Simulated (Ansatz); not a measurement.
# AlClGaH: the cost of one run

The runs use Ansatz 0.2.0, Gaussian basis; cc-pVTZ, core rule «outside noble gas», up to 24 orbitals frozen.

The runs, in order: UHF; CCSD(T) on RHF; CCSD(T) on UHF; BCCD(T) on RHF; CCSDT(Q) on RHF.

### Step 1. The system

The geometry is a PBE0/def2-TZVP stationary point (not a proven minimum). No spin-orbit coupling is included. The filled d shell of Ga may be among the frozen orbitals whatever the setting's name suggests.

4 atoms, charge 0, spin multiplicity 1.

Atoms are counted from 1 here; the program's logs count them from 0.

Bond lengths: Al1–Ga2 2.726 Å, Al1–H4 1.642 Å, Ga2–Cl3 2.183 Å. Angles: Ga2–Al1–H4 96.0°, Al1–Ga2–Cl3 137.1°.

### Step 2. UHF

File in.yaml:

```yaml
crystal:
  periodic: [false, false, false]
  atoms:
    - {symbol: Al, position_ang: [0.000000, -0.534823, 2.550449]}
    - {symbol: Ga, position_ang: [0.000000, 0.411320, -0.006530]}
    - {symbol: Cl, position_ang: [0.000000, -0.428549, -2.021345]}
    - {symbol: H, position_ang: [0.000000, 0.937760, 3.277007]}
basis:
  gaussian: {orbitals: cc-pVTZ}
magnetization: {spin_polarized: true, initial_magnetization: 0}
hamiltonian: {xc: hf}
output: {orbitals: {seedname: orbitals}}
```

Command:

```console
$ ansatz run in.yaml --threads 1 --pin off --events-out ev --progress --plain --max-ram 4096MiB --backend cpu
```

**Question.** How long does this run take on 1 thread of AMD EPYC 7R13, shared host, and how much memory does it need?

About 14 s, with a peak of 0.34 GiB.
